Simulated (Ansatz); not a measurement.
# Cl4H2Zr: the cost of one run

Method: RKS BLYP/def2-SVP, in Ansatz 0.2.0.

## Step 1: Starting point

Bond lengths: Zr1–Cl2 2.870 Å, Zr1–Cl3 2.520 Å, Zr1–Cl4 2.518 Å, Zr1–Cl5 2.518 Å, Zr1–H6 2.150 Å, Zr1–H7 2.407 Å. Angles (14 of 15 angles, heavy atoms first): Cl2–Zr1–Cl3 109.5°, Cl2–Zr1–Cl4 109.5°, Cl2–Zr1–Cl5 109.5°, Cl3–Zr1–Cl4 109.5°, Cl3–Zr1–Cl5 109.5°, Cl4–Zr1–Cl5 109.5°, Cl2–Zr1–H6 71.6°, Cl2–Zr1–H7 44.7°, Cl3–Zr1–H6 178.9°, Cl3–Zr1–H7 154.2°, Cl4–Zr1–H6 70.0°, Cl4–Zr1–H7 84.6°, Cl5–Zr1–H6 70.0°, Cl5–Zr1–H7 84.6°.

As a file:

```xyz
7

Zr    0.0000    0.0000    0.0000
Cl    0.0000    0.0000    2.8700
Cl    2.3764    0.0000   -0.8392
Cl   -1.1869    2.0563   -0.8392
Cl   -1.1869   -2.0563   -0.8392
H    -2.0403    0.0000    0.6779
H    -1.6936    0.0000    1.7104
```

## Step 2: A restrained relaxation towards end A

Springs on the bonds that form and break draw the guess towards this end; the thresholds are loose.

input.yaml

```yaml
crystal:
  periodic: [false, false, false]
  atoms:
    - { symbol: Zr, position_ang: [0.0, 0.0, 0.0] }
    - { symbol: Cl, position_ang: [0.0, 0.0, 2.87] }
    - { symbol: Cl, position_ang: [2.3764, 0.0, -0.8392] }
    - { symbol: Cl, position_ang: [-1.1869, 2.0563, -0.8392] }
    - { symbol: Cl, position_ang: [-1.1869, -2.0563, -0.8392] }
    - { symbol: H, position_ang: [-2.0403, 0.0, 0.6779] }
    - { symbol: H, position_ang: [-1.6936, 0.0, 1.7104] }
basis:
  gaussian: { orbitals: def2-SVP }
hamiltonian:
  xc: blyp
relax:
  f_tol: 0.15
  max_steps: 25
  restrain:
    - { distance: [0, 5], at: 3.05, k: 30.0 }
    - { distance: [6, 1], at: 2.57, k: 30.0 }
    - { distance: [0, 1], at: 2.52, k: 30.0 }
    - { distance: [6, 5], at: 0.66, k: 30.0 }
```

Run with:

```sh
> ansatz run input.yaml --threads 4 --pin off --max-ram 5120MiB --backend cpu --events-out ev --progress --plain --runs-dir out
```

Q: Estimate wall time and peak memory on 4 threads of Arm Neoverse V1, shared host.

About 14 s, with a peak of 0.18 GiB.
